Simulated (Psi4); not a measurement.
# A workflow on CH7BSi2 (SMILES CB1[SiH2][SiH2]1)

Wanted: a structure relaxation (singlet CH7BSi2, MP2/def2-SVPD), then the energy (doublet [CH7BSi2]+, UMP2/def2-SVPD), then a structure relaxation (doublet [CH7BSi2]+, UMP2/def2-SVPD), then the energy (doublet [CH7BSi2]−, UMP2/def2-SVPD), then a geometry optimisation (doublet [CH7BSi2]−, UMP2/def2-SVPD) of CH7BSi2. 

Program for the calculation: Psi4 1.11.

### Step 1. The system as given

The species is CH7BSi2 (11 atoms), meant as a singlet with charge 0. As SMILES, `CB1[SiH2][SiH2]1`. The coordinates come from a PBE0-D4/def2-TZVP relaxation. The run starts from this shape.

Bond lengths: C1–B2 1.566 Å, B2–Si3 1.907 Å, B2–Si4 1.907 Å, C1–H5 1.092 Å, C1–H6 1.099 Å, C1–H7 1.092 Å, Si3–H8 1.482 Å, Si3–H9 1.489 Å, Si4–H10 1.489 Å, Si4–H11 1.482 Å. Some angles: C1–B2–Si3 130.2°, C1–B2–Si4 130.2°, Si3–B2–Si4 83.2°, B2–C1–H5 114.1°, B2–C1–H6 106.3°, B2–C1–H7 114.1°, B2–Si3–H8 124.3°, B2–Si3–H9 125.0°, B2–Si4–H10 124.9°, B2–Si4–H11 124.3°. A long bond or contact: Si3–Si4 2.531 Å.

### Step 2. A structure relaxation at MP2/def2-SVPD (density fitting, density fitting for correlation) (run 1)

job.py

```python
import psi4

psi4.set_memory(1600000000)
psi4.set_num_threads(1)
psi4.core.set_output_file('psi4.out', False)

m = psi4.geometry("""
0 1
C
B 1 1.56601
Si 2 1.90671 1 130.23951
Si 2 1.906658 1 130.23309 3 -120.77895
H 1 1.092438 2 114.13197 4 -123.68006
H 1 1.09861 5 106.23887 2 116.74559
H 1 1.092336 5 109.19011 6 114.19403
H 3 1.481943 2 124.29123 1 165.73059
H 3 1.489011 8 110.69604 4 -144.61722
H 4 1.48898 2 124.93817 1 11.18595
H 4 1.481994 10 110.70012 2 177.3169
symmetry c1
""")

psi4.set_options(dict(basis='def2-SVPD', num_frozen_docc=12))

energy_value = psi4.optimize("mp2")
print(f'total energy {energy_value:.8f} hartree = {energy_value * 27.211386:.5f} eV')
print(m.to_string(dtype='xyz', units='Angstrom'))
```

Command:

```
python job.py
```

psi4.out:

```text
[...]
  Running in c1 symmetry.
[...]
  Nuclear repulsion =  181.476423086420567
[...]
  Multiplicity = 1
[...]
  Nalpha       = 23
  Nbeta        = 23
[...]
    Number of basis functions: 144
[...]
   @DF-RHF iter   1:  -644.05109981562714   -5.30968e-01   2.78212e-03 ADIIS/DIIS
[...]
   @DF-RHF iter  11:  -644.17951463300597   -3.41061e-13   7.97164e-11 DIIS
[...]
  @DF-RHF Final Energy:  -644.17951463300597
   => Energetics <=
    Nuclear Repulsion Energy =            178.7240518065846970
    One-Electron Energy =               -1245.3992647184816178
    Two-Electron Energy =                 422.4956982788911546
    Total Energy =                       -644.1795146330058515
[...]
  -Total Gradient:
     Atom            X                  Y                   Z
    ------   -----------------  -----------------  -----------------
       1       -0.000000429766    -0.000000427908    -0.000032859239
       2       -0.000009057423    -0.000004106561     0.000013227618
       3        0.000010705739     0.000015607580    -0.000013886759
       4        0.000018768141    -0.000001033653    -0.000013297698
       5       -0.000002626504     0.000004204779     0.000006250636
       6       -0.000000545675    -0.000000184961     0.000014253767
       7        0.000001627604    -0.000004633150     0.000006224059
       8        0.000002116897    -0.000017588431     0.000004493277
       9       -0.000004195335    -0.000002170108     0.000005804353
      10       -0.000004228483    -0.000002110646     0.000005380429
      11       -0.000012135197     0.000012443054     0.000004409562
[...]
```

On the terminal:

```text
Some dependencies such as QCElemental have not yet finished migration to pydantic v2. If issues are encountered please downgrade pydantic or upgrade QCElemental as appropriate
	Previous geometry is closer to target in internal coordinates, so using that one.

	Best geometry has RMS(Delta(q)) = 1.16e-04

	Previous geometry is closer to target in internal coordinates, so using that one.

	Best geometry has RMS(Delta(q)) = 1.83e-04

	Unable to completely converge to displaced geometry.
	RMS(dx):  9.514e-07 	Max(dx):  3.059e-06 	RMS(dq):  2.076e-05
	Previous geometry is closer to target in internal coordinates, so using that one.

	Best geometry has RMS(Delta(q)) = 2.07e-05

	Unable to completely converge to displaced geometry.
	RMS(dx):  1.301e-06 	Max(dx):  4.185e-06 	RMS(dq):  6.466e-06
	Previous geometry is closer to target in internal coordinates, so using that one.

	Best geometry has RMS(Delta(q)) = 6.46e-06

	Previous geometry is closer to target in internal coordinates, so using that one.

	Best geometry has RMS(Delta(q)) = 2.48e-06

	Previous geometry is closer to target in internal coordinates, so using that one.

	Best geometry has RMS(Delta(q)) = 2.08e-06

	Previous geometry is closer to target in internal coordinates, so using that one.

	Best geometry has RMS(Delta(q)) = 5.70e-07

Optimizer: Optimization complete!
total energy -644.63392645 hartree = -17541.38260 eV
11
0 1 BCH7Si2
C                     0.415377109956     0.197918659821    -2.152086687920
B                     0.415377109956     0.197918659821    -0.563873622471
Si                    0.415377109956    -1.288392552222     0.626670386355
Si                   -0.738945808952     1.134219016624     0.626671240617
H                     0.374405004059    -0.809908212298    -2.592213171894
H                     1.363201374467     0.649541318734    -2.492517002141
H                    -0.393151873472     0.800973491017    -2.592212904272
H                     0.547810896408    -1.177535184036     2.097413332625
H                     0.168088248579    -2.701360924882     0.236957503693
H                    -1.992087124098     1.832258507062     0.236947879152
H                    -0.569425978904     1.167230425346     2.097414232708
```

Wall time 51 s (1 thread of Intel Xeon 6975P-C (Granite Rapids), shared host); peak memory 0.44 GiB.

Step by step:

```tsv
step	energy from the first frame kept (eV)	largest force (eV/Å)
0	0.0000	0.5429
1	-0.0207	0.2706
2	-0.0313	0.1718
3	-0.0392	0.0943
4	-0.0414	0.0371
5	-0.0420	0.0191
6	-0.0426	0.0127
7	-0.0427	0.0106
8	-0.0428	0.0045
9	-0.0428	0.0017
```

After the run. Bond lengths: C1–B2 1.588 Å, B2–Si3 1.904 Å, B2–Si4 1.904 Å, C1–H5 1.101 Å, C1–H6 1.104 Å, C1–H7 1.101 Å, Si3–H8 1.481 Å, Si3–H9 1.486 Å, Si4–H10 1.486 Å, Si4–H11 1.481 Å. Some angles: C1–B2–Si3 128.7°, C1–B2–Si4 128.7°, Si3–B2–Si4 89.6°, B2–C1–H5 113.6°, B2–C1–H6 108.0°, B2–C1–H7 113.6°, B2–Si3–H8 124.2°, B2–Si3–H9 125.3°, B2–Si4–H10 125.3°, B2–Si4–H11 124.2°. A long bond or contact: Si3–Si4 2.684 Å.

### Step 3. The doublet cation: a single-point energy at UMP2/def2-SVPD (density fitting, density fitting for correlation) (run 2)

ch7bsi2.xyz

```xyz
11
CH7BSi2
C     -0.213782     1.774108     0.135351
B     -0.403129     0.201624     0.017605
Si     0.084228    -1.152867     1.264342
Si     0.095170    -0.953798    -1.411805
H      0.302193     2.087610     1.055455
H     -1.215620     2.236310     0.165633
H      0.309474     2.219978    -0.724013
H     -0.256985    -2.585912     1.113116
H      0.951013    -0.952799     2.455209
H      0.971493    -0.580255    -2.552870
H     -0.246389    -2.393240    -1.477040
```

run.py

```python
import psi4

psi4.set_memory('1600 MB')
psi4.set_num_threads(1)
psi4.core.set_output_file('ch7bsi2.out', False)

with open('ch7bsi2.xyz') as f:
    atoms = ''.join(f.readlines()[2:])
geom = psi4.geometry('1 2\n' + atoms + 'symmetry c1')

options = {'basis': 'def2-SVPD', 'reference': 'uhf', 'num_frozen_docc': 12}
psi4.set_options(options)

e = psi4.energy('mp2', molecule=geom)
print('E =', round(e, 9))
```

Command:

```
python run.py
```

ch7bsi2.out:

```text
[...]
  Running in c1 symmetry.
[...]
  Nuclear repulsion =  178.724050437423358
[...]
  Multiplicity = 2
[...]
  Nalpha       = 23
  Nbeta        = 22
[...]
    Number of basis functions: 144
[...]
   @DF-UHF iter   1:  -643.81222401097511   -3.94105e-01   2.46462e-03 ADIIS/DIIS
[...]
   @DF-UHF iter  14:  -643.92448249784002   -3.78577e-11   9.69708e-09 DIIS
[...]
   @S^2 Observed:                7.713790754E-01
[...]
  @DF-UHF Final Energy:  -643.92448249784002
   => Energetics <=
    Nuclear Repulsion Energy =            178.7240504374233581
    One-Electron Energy =               -1235.8417092268277884
    Two-Electron Energy =                 413.1931762915644413
    Total Energy =                       -643.9244824978400175
  UHF NO Occupations:
  HONO-2 :   21  A 1.9966251
  HONO-1 :   22  A 1.9938672
[...]
 Multipole Moments:
 ------------------------------------------------------------------------------------
     Multipole            Electronic (a.u.)      Nuclear  (a.u.)        Total (a.u.)
 ------------------------------------------------------------------------------------
 L = 1.  Multiply by 2.5417464519 to convert [e a0] to [Debye]
 Dipole X            :         -1.2798230            1.2289828           -0.0508402
 Dipole Y            :         -2.6731619            2.1174397           -0.5557221
 Dipole Z            :         -0.2040956            0.1625442           -0.0415514
 Magnitude           :                                                    0.5595877
[...]
```

The script printed:

```text
E = -644.333222033
```

Wall time 3.9 s (1 thread of Intel Xeon 6975P-C (Granite Rapids), shared host); peak memory 0.28 GiB.

### Step 4. The doublet cation: a geometry optimisation at UMP2/def2-SVPD (density fitting, density fitting for correlation) (run 3)

input.dat

```
memory 1600 MB

molecule {
  1 2
  C     -0.213782     1.774108     0.135351
  B     -0.403129     0.201624     0.017605
  Si     0.084228    -1.152867     1.264342
  Si     0.095170    -0.953798    -1.411805
  H      0.302193     2.087610     1.055455
  H     -1.215620     2.236310     0.165633
  H      0.309474     2.219978    -0.724013
  H     -0.256985    -2.585912     1.113116
  H      0.951013    -0.952799     2.455209
  H      0.971493    -0.580255    -2.552870
  H     -0.246389    -2.393240    -1.477040
  symmetry c1
}

set {
  reference       uhf
  geom_maxiter    50
  num_frozen_docc 12
}

result, w = optimize('mp2/def2-SVPD', return_wfn=True)
```

Command:

```
psi4 -n 1 input.dat output.dat
```

output.dat:

```text
[...]
  Running in c1 symmetry.
[...]
  Nuclear repulsion =  178.724050437423358
[...]
  Multiplicity = 2
[...]
  Nalpha       = 23
  Nbeta        = 22
[...]
    Number of basis functions: 144
[...]
   @DF-UHF iter   1:  -643.81222401097489   -3.94105e-01   2.46462e-03 DIIS/ADIIS
[...]
	DF-SCS-MP2 Total Energy (a.u.)     :  -644.34523795905704
	DF-SOS-MP2 Total Energy (a.u.)     :  -644.35124592813270
[...]
   @DF-UHF iter  13:  -643.94259471158318    9.09495e-13   6.79208e-11 DIIS
[...]
   @S^2 Observed:                7.563314338E-01
[...]
    Orbital Energies [Eh]
    ---------------------
    Alpha Occupied:
       1A    -68.988545     2A    -68.988504     3A    -11.364260
       4A     -7.789645     5A     -6.356564     6A     -6.356563
       7A     -4.469639     8A     -4.469612     9A     -4.463874
      10A     -4.463859    11A     -4.463006    12A     -4.462988
      13A     -1.095604    14A     -0.949878    15A     -0.888013
      16A     -0.775004    17A     -0.715749    18A     -0.703334
      19A     -0.701147    20A     -0.676674    21A     -0.629644
      22A     -0.586930    23A     -0.483438
    Alpha Virtual:
      24A     -0.204582    25A     -0.080311    26A     -0.072846
[...]
  @DF-UHF Final Energy:  -643.94259471158318
   => Energetics <=
    Nuclear Repulsion Energy =            169.6925166265849043
    One-Electron Energy =               -1218.1739365859357349
    Two-Electron Energy =                 404.5388252477677611
    Total Energy =                       -643.9425947115830695
  UHF NO Occupations:
  HONO-2 :   21  A 1.9991547
  HONO-1 :   22  A 1.9983981
[...]
	DF-SCS-MP2 Total Energy (a.u.)     :  -644.36127358274803
	DF-SOS-MP2 Total Energy (a.u.)     :  -644.36767859877409
	DF-SCS(N)-MP2 Total Energy (a.u.)  :  -644.08142568268659
[...]
	DF-MP2 Total Energy (a.u.)         :  -644.34846355069612
[...]
```

The script printed:

```text
Optimizer: Optimization complete!
```

Wall time 4.9 min (1 thread of Intel Xeon 6975P-C (Granite Rapids), shared host); peak memory 0.8 GiB.

Steps, from the record of the run:

```tsv
step	energy from the first frame kept (eV)	largest force (eV/Å)
0	0.0000	2.1742
1	-0.1991	0.9173
2	-0.2946	0.4941
3	-0.3301	0.3356
4	-0.3470	0.1418
5	-0.3584	0.0584
6	-0.3755	0.1330
7	-0.3894	0.1629
8	-0.3981	0.0989
9	-0.4048	0.1188
10	-0.4080	0.1013
11	-0.4115	0.1043
12	-0.4132	0.0942
13	-0.4142	0.0294
14	-0.4146	0.0104
15	-0.4147	0.0056
16	-0.4147	0.0022
17	-0.4147	0.0007
```

After the run. Bond lengths: C1–B2 1.575 Å, B2–Si3 1.966 Å, B2–Si4 1.966 Å, C1–H5 1.100 Å, C1–H6 1.107 Å, C1–H7 1.100 Å, Si3–H8 1.477 Å, Si3–H9 1.476 Å, Si4–H10 1.476 Å, Si4–H11 1.477 Å. Some angles: C1–B2–Si3 123.5°, C1–B2–Si4 123.5°, Si3–B2–Si4 113.0°, B2–C1–H5 113.9°, B2–C1–H6 108.1°, B2–C1–H7 113.9°, B2–Si3–H8 122.7°, B2–Si3–H9 124.5°, B2–Si4–H10 124.5°, B2–Si4–H11 122.7°.

### Step 5. The doublet anion: a single-point energy at UMP2/def2-SVPD (density fitting, density fitting for correlation) (run 4)

job.py

```python
import psi4

psi4.set_memory(1600000000)
psi4.set_num_threads(1)
psi4.core.set_output_file('ch7bsi2.out', False)

molecule = psi4.geometry("""
-1 2
C
B 1 1.588214
Si 2 1.904341 1 128.69492
Si 2 1.904341 1 128.69495 3 -129.04642
H 1 1.100502 2 113.57391 4 -126.71837
H 1 1.103733 5 106.45953 2 118.67338
H 1 1.100501 5 108.33282 6 114.15075
H 3 1.480849 2 124.22743 1 173.79053
H 3 1.486441 8 110.26897 2 -175.17062
H 4 1.486441 2 125.30955 1 11.76335
H 4 1.480848 10 110.26947 2 -175.10626
units angstrom
symmetry c1
""")

psi4.set_options({
    'basis': 'def2-SVPD',
    'reference': 'uhf',
    'num_frozen_docc': 12,
})

e_tot, wfn = psi4.energy("mp2", return_wfn=True)
print(f'total energy {e_tot:.8f} hartree = {e_tot * 27.211386:.5f} eV')
```

Command:

```
python job.py
```

ch7bsi2.out:

```text
[...]
  Running in c1 symmetry.
[...]
  Nuclear repulsion =  178.724056248216442
[...]
  Multiplicity = 2
[...]
  Nalpha       = 24
  Nbeta        = 23
[...]
    Number of basis functions: 144
[...]
   @DF-UHF iter   1:  -643.90379788212363   -4.85676e-01   3.70124e-03 ADIIS/DIIS
[...]
   @DF-UHF iter  22:  -644.12920185120163   -6.03677e-11   8.07498e-09 DIIS
[...]
   @S^2 Observed:                7.787015944E-01
[...]
  @DF-UHF Final Energy:  -644.12920185120163
   => Energetics <=
    Nuclear Repulsion Energy =            178.7240562482164421
    One-Electron Energy =               -1254.0419014949529810
    Two-Electron Energy =                 431.1886433955349958
    Total Energy =                       -644.1292018512016284
  UHF NO Occupations:
  HONO-2 :   22  A 1.9982185
  HONO-1 :   23  A 1.9902191
[...]
 Multipole Moments:
 ------------------------------------------------------------------------------------
     Multipole            Electronic (a.u.)      Nuclear  (a.u.)        Total (a.u.)
 ------------------------------------------------------------------------------------
 L = 1.  Multiply by 2.5417464519 to convert [e a0] to [Debye]
 Dipole X            :          0.9629233           -0.8730023            0.0899210
 Dipole Y            :          0.4588274           -0.4159774            0.0428500
 Dipole Z            :          1.8834945           -2.2550395           -0.3715449
 Magnitude           :                                                    0.3846655
[...]
```

On the terminal:

```text
total energy -644.61013975 hartree = -17540.73533 eV
```

It took 5.1 s on 1 thread of Intel Xeon 6975P-C (Granite Rapids), shared host; peak memory 0.28 GiB.

### Step 6. The doublet anion: a geometry optimisation at UMP2/def2-SVPD (density fitting, density fitting for correlation) (run 5)

job.dat

```
memory 1600 MB

molecule {
  -1 2
  C     -0.213782     1.774108     0.135351
  B     -0.403129     0.201624     0.017605
  Si     0.084228    -1.152867     1.264342
  Si     0.095170    -0.953798    -1.411805
  H      0.302193     2.087610     1.055455
  H     -1.215620     2.236310     0.165633
  H      0.309474     2.219978    -0.724013
  H     -0.256985    -2.585912     1.113116
  H      0.951013    -0.952799     2.455209
  H      0.971493    -0.580255    -2.552870
  H     -0.246389    -2.393240    -1.477040
  symmetry c1
}

set {
  reference       uhf
  geom_maxiter    50
  num_frozen_docc 12
}

e_tot, wfn = optimize('mp2/def2-SVPD', return_wfn=True)
```

Command:

```
psi4 job.dat job.out -n 1
```

job.out:

```text
[...]
  Running in c1 symmetry.
[...]
  Nuclear repulsion =  178.724050437423358
[...]
  Multiplicity = 2
[...]
  Nalpha       = 24
  Nbeta        = 23
[...]
    Number of basis functions: 144
[...]
   @DF-UHF iter   1:  -643.90379781897434   -4.85679e-01   3.70124e-03 DIIS/ADIIS
[...]
	Warning: cc_lambda option is changed to TRUE
	For this residual convergence, default PCG convergence is:     1.00e-07
[...]
	DF-SCS-MP2 Total Energy (a.u.)     :  -644.61557465288081
	DF-SOS-MP2 Total Energy (a.u.)     :  -644.61829211158431
[...]
	Warning: cc_lambda option is changed to TRUE
	For this residual convergence, default PCG convergence is:     1.00e-07
[...]
	Warning: cc_lambda option is changed to TRUE
	For this residual convergence, default PCG convergence is:     1.00e-07
[...]
	Warning: cc_lambda option is changed to TRUE
	For this residual convergence, default PCG convergence is:     1.00e-07
[...]
	Warning: cc_lambda option is changed to TRUE
	For this residual convergence, default PCG convergence is:     1.00e-07
[...]
   @DF-UHF iter  12:  -644.19700871903399   -3.41061e-13   9.71661e-11 DIIS
[...]
   @S^2 Observed:                7.685903194E-01
[...]
  @DF-UHF Final Energy:  -644.19700871903399
   => Energetics <=
    Nuclear Repulsion Energy =            179.2617386572215423
    One-Electron Energy =               -1255.4811309435197018
    Two-Electron Energy =                 432.0223835672642849
    Total Energy =                       -644.1970087190338745
  UHF NO Occupations:
  HONO-2 :   22  A 1.9978875
  HONO-1 :   23  A 1.9945613
[...]
	DF-SCS-MP2 Total Energy (a.u.)     :  -644.66679925019616
	DF-SOS-MP2 Total Energy (a.u.)     :  -644.67038417314973
	DF-SCS(N)-MP2 Total Energy (a.u.)  :  -644.37034358720325
[...]
	DF-MP2 Total Energy (a.u.)         :  -644.65962940428915
[...]
```

On the terminal:

```text
Optimizer: Optimization complete!
```

Run time: 4.5 min. Hardware: 1 thread of Intel Xeon 6975P-C (Granite Rapids), shared host; peak memory 0.79 GiB.

Steps, from the record of the run:

```tsv
step	energy from the first frame kept (eV)	largest force (eV/Å)
0	0.0000	0.8053
1	-0.3606	0.4755
2	-0.7496	0.5115
3	-0.9814	0.5556
4	-1.1216	0.6936
5	-1.2164	0.5929
6	-1.2705	0.4551
7	-1.3004	0.2746
8	-1.3184	0.1759
9	-1.3266	0.1290
10	-1.3381	0.1047
11	-1.3443	0.0606
12	-1.3462	0.0357
13	-1.3465	0.0197
14	-1.3466	0.0123
15	-1.3467	0.0052
16	-1.3467	0.0015
```

After the run. Bond lengths: C1–B2 1.602 Å, B2–Si3 1.982 Å, B2–Si4 1.982 Å, Si3–Si4 2.332 Å, C1–H5 1.104 Å, C1–H6 1.107 Å, C1–H7 1.104 Å, Si3–H8 1.508 Å, Si3–H9 1.507 Å, Si4–H10 1.507 Å, Si4–H11 1.508 Å. Some angles: C1–B2–Si3 143.8°, C1–B2–Si4 143.8°, Si3–B2–Si4 72.1°, B2–Si3–Si4 54.0°, B2–Si4–Si3 54.0°, B2–C1–H5 112.6°, B2–C1–H6 111.3°, B2–C1–H7 112.6°, B2–Si3–H8 125.7°, B2–Si3–H9 125.3°.

### Step 7. Summary of results

```
                                                                         quantity          value
                                    run 1, MP2/def2-SVPD: total energy at the end  -644.63393 Eh
               run 1, MP2/def2-SVPD: correlation energy (12 core orbitals frozen)     -454.4 mEh
                                              doublet cation, run 2: total energy  -644.33322 Eh
doublet cation, run 2: HOMO energy (Hartree–Fock orbitals) (highest over α and β)      -14.53 eV
 doublet cation, run 2: LUMO energy (Hartree–Fock orbitals) (lowest over α and β)       -6.17 eV
              doublet cation, run 2: correlation energy (12 core orbitals frozen)     -408.7 mEh
                         doublet cation, run 2: ⟨S²⟩ of the reference determinant          0.771
                                   doublet cation, run 3: total energy at the end  -644.34846 Eh
doublet cation, run 3: HOMO energy (Hartree–Fock orbitals) (highest over α and β)      -13.16 eV
 doublet cation, run 3: LUMO energy (Hartree–Fock orbitals) (lowest over α and β)       -5.57 eV
              doublet cation, run 3: correlation energy (12 core orbitals frozen)     -405.9 mEh
                         doublet cation, run 3: ⟨S²⟩ of the reference determinant          0.756
                                               doublet anion, run 4: total energy  -644.61014 Eh
 doublet anion, run 4: HOMO energy (Hartree–Fock orbitals) (highest over α and β)        0.62 eV
  doublet anion, run 4: LUMO energy (Hartree–Fock orbitals) (lowest over α and β)        5.41 eV
               doublet anion, run 4: correlation energy (12 core orbitals frozen)     -480.9 mEh
                          doublet anion, run 4: ⟨S²⟩ of the reference determinant          0.779
                                    doublet anion, run 5: total energy at the end  -644.65963 Eh
 doublet anion, run 5: HOMO energy (Hartree–Fock orbitals) (highest over α and β)       -2.02 eV
  doublet anion, run 5: LUMO energy (Hartree–Fock orbitals) (lowest over α and β)        5.74 eV
               doublet anion, run 5: correlation energy (12 core orbitals frozen)     -462.6 mEh
                          doublet anion, run 5: ⟨S²⟩ of the reference determinant          0.769
           adiabatic electron affinity (to the doublet anion, no zero-point term)       0.699 eV
          adiabatic ionisation energy (to the doublet cation, no zero-point term)       7.768 eV
```

The adiabatic electron affinity (to the doublet anion, no zero-point term) is 0.70 eV (16.1 kcal/mol). The adiabatic ionisation energy (to the doublet cation, no zero-point term) is 7.77 eV (749 kJ/mol). The optimisation (run 1, MP2/def2-SVPD) took 10 steps and changed the energy by -0.043 eV. The optimisation (doublet cation, run 3) took 18 steps and changed the energy by -0.415 eV. The HOMO (doublet anion, run 4) lies at positive energy, 0.62 eV: the electron is unbound at this level or held by a compact basis; values depend on the basis. The optimisation (doublet anion, run 5) took 17 steps and changed the energy by -1.347 eV.
